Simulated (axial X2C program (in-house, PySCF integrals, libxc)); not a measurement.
# ClTiCl⁺: the levels of the configuration d1 s0 p(π)0

Which Ω levels does ClTiCl⁺ have in the configuration d1 s0 p(π)0, and how far apart?

Program: an in-house X2C program for linear molecules on PySCF integrals. Level of theory: two-component X2C, average-of-configuration Hartree–Fock and CI in the open shells. These are calculated values, not measurements.

All values are calculated.

### 1 Input

The input, task.json:

```json
{"zs": [17, 22, 17], "q": 1, "bas": ["dyall-v3z", "dyall-v3z", "dyall-v3z"], "r0": 2.35, "metal": 1, "shells": [[2, [0, 1, 2], 1], [0, [0], 0], [1, [1], 0]], "fix": 0, "emax": 3.2, "nroots": 6}
```

Keys: zs atomic numbers; q charge; bas basis sets; r0 starting distance in Å; metal index of the metal atom; shells open shells as [l, |m| values, electrons]; fix electron count of the first shell held; emax energy window in eV; nroots roots for each Ω.

On the command line:

```bash
$ python soci.py task.json out
```

Two-component X2C with atomic mean-field Coulomb and Gaunt terms, basis Cl dyall-v3z, Ti dyall-v3z (cores contracted in-house). Orbitals come from Hartree–Fock averaged over the configuration Ti d1 s0 p(π)0; CI then distributes these electrons over the d, s, p(π) shells of Ti.

### 2 CI at Cl–Ti–Cl held linear, both bonds 2.199 Å

Before running it: what results should come out? Wanted: lowest level of the model; next level; lowest curve, Re and ωe.

As calculated:

```
                 quantity                        value
lowest level of the model  Ω = 3/2, g∥ = 2.00, 100% d1
               next level     Ω = 5/2, 227 cm⁻¹ higher
  lowest curve, Re and ωe          2.184 Å, 420.5 cm⁻¹
```

What this shows: In the lowest level ⟨Sz⟩ = -0.50 and ⟨Lz⟩ = 2.00; its leading determinant has weight 1.00 among 3. From 2.199 to 2.287 Å the gap from the lowest to the fifth level goes from 12588 to 12332 cm⁻¹. Without dynamic correlation distances can be off by several hundredths of an Å, and the wavenumbers are rough. Dynamic correlation is missing, so gaps between terms are too wide and other configurations may lie lower; the lowest level listed is that of this model, not necessarily the ground state. For d shells the ligand-field splittings (σ, π, δ) and their order can be off by a thousand cm⁻¹ or more. At most 6 roots were kept for each Ω > 0 (twice that for Ω = 0) within 3.2 eV of the lowest, so higher up levels can be missing between those listed; levels with Ω > 0 are doubly degenerate and listed once, Ω = 0 levels singly. Some active spinors are only partly of the character that their shell is named for, so the shell names and counts are nominal. States that fill the shells left empty in the average are placed too high. The molecule was held linear; bending was not examined.
